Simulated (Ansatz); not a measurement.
# WCl2F4: small, medium and large basis sets

One table from this session's results is given with a row withheld; the runs are named, their logs left out.

Program: Ansatz 0.2.0, Gaussian basis. Level of theory: one geometry, several basis sets. These are calculated values, not measurements.

The runs, in order: PBE0-D4/def2-SVP; ωB97M-V/def2-SVP; PBE0-D4/def2-QZVPP; ωB97M-V/def2-QZVPP; the functionals' def2-TZVPP values are taken from earlier runs.

### The geometry

The geometry comes from an earlier relaxation with PBE0-D4 in a triple-zeta def2 set; it is a stationary point, not always the lowest conformer. W takes the def2 core potential; no spin-orbit term is included.

SMILES `[F][W]([F])([F])([F])([Cl])[Cl]`, 7 atoms, charge 0, spin multiplicity 1.

Atoms are counted from 1 here; the program's logs count them from 0.

Bond lengths: F1–W2 1.838 Å, W2–F3 1.838 Å, W2–F4 1.846 Å, W2–F5 1.846 Å, W2–Cl6 2.263 Å, W2–Cl7 2.263 Å. Angles: F1–W2–F3 176.5°, F1–W2–F4 88.7°, F1–W2–F5 88.7°, F1–W2–Cl6 91.2°, F1–W2–Cl7 91.2°, F3–W2–F4 88.7°, F3–W2–F5 88.7°, F3–W2–Cl6 91.2°, F3–W2–Cl7 91.2°, F4–W2–F5 87.1°, F4–W2–Cl6 177.0°, F4–W2–Cl7 89.9°, F5–W2–Cl6 89.9°, F5–W2–Cl7 177.0°, Cl6–W2–Cl7 93.1°.

Set-up of the first run:

in.yaml reads:

```yaml
crystal:
  periodic: [false, false, false]
  atoms:
    - {symbol: F, position_ang: [-0.345801, -1.391697, 1.152943]}
    - {symbol: W, position_ang: [-0.037368, 0.020800, 0.018010]}
    - {symbol: F, position_ang: [0.181540, 1.483132, -1.073788]}
    - {symbol: F, position_ang: [-1.846799, 0.071292, -0.345263]}
    - {symbol: F, position_ang: [-0.383765, 1.170583, 1.420351]}
    - {symbol: Cl, position_ang: [2.161501, 0.033252, 0.554885]}
    - {symbol: Cl, position_ang: [0.270682, -1.387381, -1.727138]}
basis:
  gaussian: {orbitals: def2-SVP}
hamiltonian: {xc: pbe0, dispersion: d4}
output: {orbitals: {seedname: orbitals}}
```

Run with:

```console
ansatz run in.yaml --threads 4 --pin off --events-out ev --progress --plain --max-ram 11315MiB
```

Among the steps run: PBE0-D4 in def2-SVP; ωB97M-V in def2-SVP; PBE0-D4 in def2-QZVPP; ωB97M-V in def2-QZVPP.

One table of the session follows, with a row left open; its other results are not shown here.

It belongs to the step «Functionals by basis». 

| functional | basis | HOMO (eV) | LUMO (eV) |
| --- | --- | --- | --- |
| PBE0-D4 | def2-SVP | -10.07 | -5.16 |
| PBE0-D4 | def2-TZVPP | -9.97 | -4.97 |
| PBE0-D4 | def2-QZVPP | ? | ? |
| ωB97M-V | def2-SVP | -12.19 | -3.12 |
| ωB97M-V | def2-TZVPP | -12.12 | -2.94 |
| ωB97M-V | def2-QZVPP | -12.14 | -2.97 |

**Question.** Estimate the row for PBE0-D4, def2-QZVPP.

As computed: HOMO (eV): -9.97; LUMO (eV): -4.98.
